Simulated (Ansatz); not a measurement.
# KC2: the cost of one run

Method: DFT PBE, scalar-relativistic, plane waves, PAW, in Ansatz 0.2.0.

3 further runs of the same task are left out: 3 set aside as unsound or not needed.

**1. Starting point**

Symmetry: P4_2/mnm, No. 136, tetragonal system. The conventional cell has a = 5.550 Å, b = 5.550 Å, c = 3.575 Å, α = 90.00°, β = 90.00°, γ = 90.00°. K (site symmetry mmm) has 6 C at 2.35 to 2.40 Å as nearest neighbours. C (site symmetry m2m) is surrounded by 3 K at 2.35 to 2.40 Å.

Coordinates:

```
CELL_PARAMETERS angstrom
5.54970 0.00000 0.00000
0.00000 5.54970 0.00000
0.00000 0.00000 3.57457
ATOMIC_POSITIONS crystal
K 0.00000 0.00000 0.00000
K 0.50000 0.50000 0.50000
C 0.30600 0.30600 0.00000
C 0.19400 0.80600 0.50000
C 0.69400 0.69400 0.00000
C 0.80600 0.19400 0.50000
```

This is candidate A: rutile type (P4_2/mnm, No. 136).

(A quick probe on a coarse mesh, which set the mesh and smearing, is not shown.)

**3. A loose first relaxation (candidate A)**

Input file input.yaml:

```yaml
crystal:
  lattice:
    - [5.5497032341, 0.0, 0.0]
    - [0.0, 5.5497032341, 0.0]
    - [0.0, 0.0, 3.57456941]
  atoms:
    - { symbol: K, position: [0.0, 0.0, 0.0], spin: 0.13 }
    - { symbol: K, position: [0.5, 0.5, 0.5], spin: 0.13 }
    - { symbol: C, position: [0.306, 0.306, 0.0], spin: 1.1 }
    - { symbol: C, position: [0.194, 0.806, 0.5], spin: 1.1 }
    - { symbol: C, position: [0.694, 0.694, 0.0], spin: 1.1 }
    - { symbol: C, position: [0.806, 0.194, 0.5], spin: 1.1 }
basis:
  ecutwfc: 420
kpoints:
  mp_grid: { grid: [4, 4, 6] }
hamiltonian:
  xc: pbe
scf:
  occupations: { method: gaussian, width: 0.1 }
  lower_state_search: "off"
output:
  forces: true
  stress: true
  eigenvalues: true
  populations: true
magnetization:
  spin_polarized: true
relax:
  adjacent_minimum: "off"
  f_tol: 0.04
  max_steps: 70
  cell: { stress_tol: 0.4 }
```

Command:

```console
> ansatz run input.yaml --threads 1 --pin off --max-ram 2560MiB --backend cpu --events-out ev --progress --plain --runs-dir out
```

Q: Estimate wall time and peak memory on 1 thread of Intel Xeon 6975P-C (Granite Rapids), shared host.

About 86 s, with a peak of 0.62 GiB.
